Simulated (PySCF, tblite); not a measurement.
# C₅H₁₁AlN₂: geometry, infrared bands and NMR shifts

Wanted: the infrared bands and NMR shifts of C₅H₁₁AlN₂ (`C=C(C#N)[CH2][Al@@H-]([CH3])[NH3+]`), by calculation.

Programs: tblite 0.8.0 and PySCF 2.14.0, with density-fitted response routines of our own. Each step states its level of theory. These are calculated values for one molecule in the gas phase, unless marked as measured. Atoms are numbered from 0 throughout.

## Step 1: The molecule as given

19 atoms, charge 0, multiplicity 1; geometry from: force field or distance geometry start.

Bonds of the start (Å): C0–C1 1.32, C1–C2 1.45, C2–N3 1.15, C1–C4 1.52, C4–Al5 2.01, Al5–C6 1.99, Al5–N7 1.90, C0–H8 1.09, C0–H9 1.07, C4–H10 1.11, C4–H11 1.11, Al5–H12 1.61, C6–H13 1.11, C6–H14 1.11, C6–H15 1.11, N7–H16 1.04, N7–H17 1.05, N7–H18 1.05.

## Step 2: Relaxing the molecule with GFN2-xTB

The job: settings as JSON, then the geometry in Å.

```
{"job": {"kind": "relax", "xc": "GFN2-xTB", "basis": "xTB"}, "charge": 0, "multiplicity": 1}
C      1.526300     1.258900    -0.828600
C      1.675700     0.120500    -0.173000
C      2.496200    -0.934600    -0.735600
N      3.132800    -1.764800    -1.209300
C      1.061300    -0.088000     1.199100
Al    -0.917400    -0.395100     1.056800
C     -1.841100     1.350100     0.802600
N     -1.272600    -1.526900    -0.426700
H      0.933900     2.064100    -0.405800
H      1.966700     1.410600    -1.796000
H      1.494900    -0.981800     1.686000
H      1.255000     0.791600     1.840800
H     -1.438700    -1.086200     2.409300
H     -2.889800     1.255800     1.143000
H     -1.824200     1.630900    -0.266100
H     -1.328900     2.131200     1.411400
H     -1.088100    -1.017400    -1.318700
H     -0.671300    -2.384600    -0.388200
H     -2.280400    -1.825100    -0.407800
```

Started as:

```console
$ OMP_NUM_THREADS=1 python probes_run.py task.json out
```

One launch serves the whole session: the jobs run in the order shown.

**Question.** This job is followed by: GFN2-xTB harmonic vibrations, gas phase; GIAO PBE0/pcSseg-1 NMR shielding, non-relativistic, gas phase. Predict these results of the whole session: strongest single infrared mode (GFN2-xTB); zero-point energy (GFN2-xTB); ¹³C shifts against TMS (PBE0/pcSseg-1); ¹H shifts against TMS (PBE0/pcSseg-1, means over atoms taken as alike); ¹⁵N shifts against NH3 (PBE0/pcSseg-1); ²⁷Al shifts against AlH4- (PBE0/pcSseg-1).

**Answer**, as computed:

| quantity | value |
| --- | --- |
| strongest single infrared mode (GFN2-xTB) | 1725 cm⁻¹, 415 km/mol |
| zero-point energy (GFN2-xTB) | 89.1 kcal/mol |
| ¹³C shifts against TMS (PBE0/pcSseg-1) | 132.0, 130.7, 128.7, 28.0, -13.9 ppm |
| ¹H shifts against TMS (PBE0/pcSseg-1, means over atoms taken as alike) | 5.76, 5.75, 4.19, 2.47, 1.77, 1.69, -0.51 ppm |
| ¹⁵N shifts against NH3 (PBE0/pcSseg-1) | 303.3, 38.6 ppm |
| ²⁷Al shifts against AlH4- (PBE0/pcSseg-1) | 84.2 ppm |

What this shows: Relaxing lowered the energy by 0.672 eV in 139 steps; the close pair that moved most is Al5–N7, from 1.899 to 2.073 Å. The lowest mode is imaginary (32i cm⁻¹), so the xTB geometry is not a minimum. The strongest single mode, at 1725 cm⁻¹, moves mainly H12. Unscaled tight-binding wavenumbers are off by several per cent, some by more. Its intensities can rank the bands wrongly. C1 (fully substituted alkene carbon) lies farthest downfield among carbon, at 132.0 ppm; the olefinic region. At PBE0/pcSseg-1: The largest span, 397 ppm, is at N3, where the paramagnetic term is -378 ppm.
